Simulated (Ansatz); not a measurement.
## AlSn in Ansatz: the effect of functional

The system is AlSn.

```
CELL_PARAMETERS angstrom
4.25335 0.00000 0.00000
-2.12668 3.68351 0.00000
0.00000 0.00000 3.35036
ATOMIC_POSITIONS crystal
Sn 0.33333 0.66667 0.50000
Al 0.00000 0.00000 0.00000
```

The cell comes from a database or a generator and needn't be the stable form of this composition.

The cell isn't the ideal one: volume scaled by 1.04.

Alike in all runs:

- Program: Ansatz 0.2.0
- Task: single point
- Potentials or basis: Ansatz PAW
- k mesh: 7 × 7 × 8
- Occupations: fermi-dirac, width 0.05 eV
- Spin: no spin polarisation

```csv
functional,cutoff,pressure (GPa)
LDA,420 eV (not typed: the program's choice for these potentials),-4.6
PBEsol,420 eV (not typed: the program's choice for these potentials),?
r2SCAN,500 eV (not typed: the program's choice for these potentials),-2.9
```

**Question.** What does the run with functional PBEsol give?

**Answer.** Pressure -3.5 GPa.

Caveats: the PAW data sets come from PBE, with cores solved anew for the run's functional, which leaves a small shift of forces and pressure.

Runs at the PBE level aren't shown here.
